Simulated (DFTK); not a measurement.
## ScSi2 under changes of volume

One of the cells (14.965 Å³/atom); the others are scaled copies at fixed shape and fractional positions:

```
Sc Si
1.0
     3.66000    0.00000    0.00000
    -1.83000    3.16965    0.00000
     0.00000    0.00000    3.87000
Sc Si
1 2
Direct
  0.00000 0.00000 0.00000
  0.66667 0.33333 0.50000
  0.33333 0.66667 0.50000
```

- Program: DFTK 0.8.2
- Functional: PBE
- Potentials or basis: dojo.nc.sr.pbe.v0_4_1.standard.upf (PBE)
- Cutoff: 1061 eV
- k mesh: 8 × 8 × 7
- Occupations: fermi-dirac, width 0.05 eV
- Spin: no spin polarisation

| volume (Å³/atom) | energy over the lowest point (meV/atom) | pressure (GPa) |
| --- | --- | --- |
| 14.067 | 285.17 | 38.3 |
| 14.367 | 218.10 | 33.4 |
| 14.666 | 159.79 | 29.0 |
| 14.965 | 109.47 | 24.9 |
| 15.265 | 66.48 | 21.1 |
| 15.564 | ? | ? |
| 15.863 | 0.00 | 14.6 |

**Question.** What does the run at 15.564 Å³/atom give?

**Answer.** Energy over the lowest point 30.17 meV/atom; pressure 17.7 GPa.

Worked out: A Birch-Murnaghan fit of order 3 (a polynomial in V^(-2/3)) to the other rows has no minimum within the range. It gives 30.14 meV/atom at 15.564 Å³/atom, against the run's 30.17, and -dE/dV = 17.7 GPa, against 17.7.

Energies are extrapolated to zero smearing.
